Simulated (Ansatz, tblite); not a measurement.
# The cluster As6+: one state, many levels

How do method and basis change the picture of the cluster As6+ (doublet)?

Computed with Ansatz 0.2.0, Gaussian basis. Level: as each input shows.

The runs, in order: GFN1-xTB, GFN2-xTB, PBE-D4/def2-SVP, r2SCAN-D4/def2-SVP, BLYP-D4/def2-SVP, B97M-V/def2-SVP, PBE+10HF/def2-SVP, PBE+15HF/def2-SVP, PBE+40HF/def2-SVP, HF/STO-3G, HF/6-31G, B3LYP-D4/6-31G, MP2/def2-SVP, RPA/def2-SVP.

12 further runs of the same task are left out: 7 that didn't finish, 5 set aside as unsound or not needed.

### 1 The geometry

The geometry is that of the doublet, from an earlier relaxation (PBE-D4/def2-SVP). At that level it is the lowest of the isomers that a small search found.

6 atoms, charge 1, spin multiplicity 2.

Bond lengths: As1–As3 2.413 Å, As1–As6 2.413 Å, As2–As3 2.743 Å, As2–As4 2.481 Å, As2–As5 2.481 Å, As2–As6 2.744 Å, As3–As5 2.505 Å, As4–As5 2.509 Å, As4–As6 2.505 Å. Angles: As3–As1–As6 75.5°, As3–As2–As4 90.0°, As3–As2–As5 57.0°, As3–As2–As6 65.2°, As4–As2–As5 60.8°, As4–As2–As6 57.0°, As5–As2–As6 90.0°, As1–As3–As2 107.6°, As1–As3–As5 101.4°, As2–As3–As5 56.2°, As2–As4–As5 59.6°, As2–As4–As6 66.8°, As5–As4–As6 95.1°, As2–As5–As3 66.8°, As2–As5–As4 59.6°, As3–As5–As4 95.1°, As1–As6–As2 107.6°, As1–As6–As4 101.4° and more.

The ion is computed in the gas phase, without counter-ions or solvent.

PBE0-D4/def2-SVP was run before; its log isn't repeated, and its numbers join the tables.

### 2 GFN1-xTB

Tight binding, by tblite at 300 K electronic temperature and without a spin-polarisation term:

```python
tblite.interface.Calculator('GFN1-xTB', numbers, positions, charge=1, uhf=1).singlepoint()
```

Energy -374.5248 eV; 0.007 s.

### 3 GFN2-xTB

Tight binding, by tblite at 300 K electronic temperature and without a spin-polarisation term:

```python
tblite.interface.Calculator('GFN2-xTB', numbers, positions, charge=1, uhf=1).singlepoint()
```

Energy -376.9477 eV; 0.007 s.

### 4 PBE-D4/def2-SVP

start.molden holds the orbitals of an earlier run on this state, given as this run's starting guess.

Input file in.yaml:

```yaml
crystal:
  periodic: [false, false, false]
  atoms:
    - {symbol: As, position_ang: [-2.379473, -0.230539, 0.223703]}
    - {symbol: As, position_ang: [1.564445, 0.274013, -1.015905]}
    - {symbol: As, position_ang: [-0.828152, 1.490785, -0.448742]}
    - {symbol: As, position_ang: [1.217310, -1.292744, 0.875793]}
    - {symbol: As, position_ang: [1.010218, 1.183083, 1.224661]}
    - {symbol: As, position_ang: [-0.584337, -1.424598, -0.859500]}
basis:
  gaussian: {orbitals: def2-SVP, initial_orbitals: start.molden}
total_charge: 1
magnetization: {spin_polarized: true, initial_magnetization: 1}
hamiltonian: {xc: pbe, dispersion: d4}
scf: {omitted_lower_state_checks: [starts]}
output: {orbitals: {seedname: orbitals}}
```

The run is started by

```
ansatz run in.yaml --threads 4 --pin off --events-out ev --progress --plain --max-ram 4787MiB
```

The runs that follow: r2SCAN-D4/def2-SVP; BLYP-D4/def2-SVP; B97M-V/def2-SVP; PBE+10HF/def2-SVP; PBE+15HF/def2-SVP; PBE+40HF/def2-SVP; HF/STO-3G; HF/6-31G; B3LYP-D4/6-31G; MP2/def2-SVP; RPA/def2-SVP.

**Question.** What will the summary of the whole plan be? Wanted: gap in def2-SVP, named functionals, smallest and largest; gap over the share of exact exchange; correlation energy, MP2/def2-SVP; ⟨S²⟩ in def2-SVP, named functionals, smallest and largest.

**Answer**, as computed:

| quantity | value |
| --- | --- |
| gap in def2-SVP, named functionals, smallest and largest | 0.79 eV (BLYP-D4), 2.76 eV (PBE0-D4) |
| gap over the share of exact exchange | 0.94 eV at 0, 3.87 eV at 0.4 |
| correlation energy, MP2/def2-SVP | -37.26 eV |
| ⟨S²⟩ in def2-SVP, named functionals, smallest and largest | 0.754, 0.761 |

What this shows: Over the named functionals in def2-SVP the gap runs from 0.79 eV (BLYP-D4) to 2.76 eV (PBE0-D4); exact exchange widens it. Raising the share of exact exchange from 0 to 0.4 moves the HOMO by -1.70 eV and the LUMO by +1.24 eV. Over the named functionals in def2-SVP spin contamination reaches 0.01 (r2SCAN-D4), which is small.
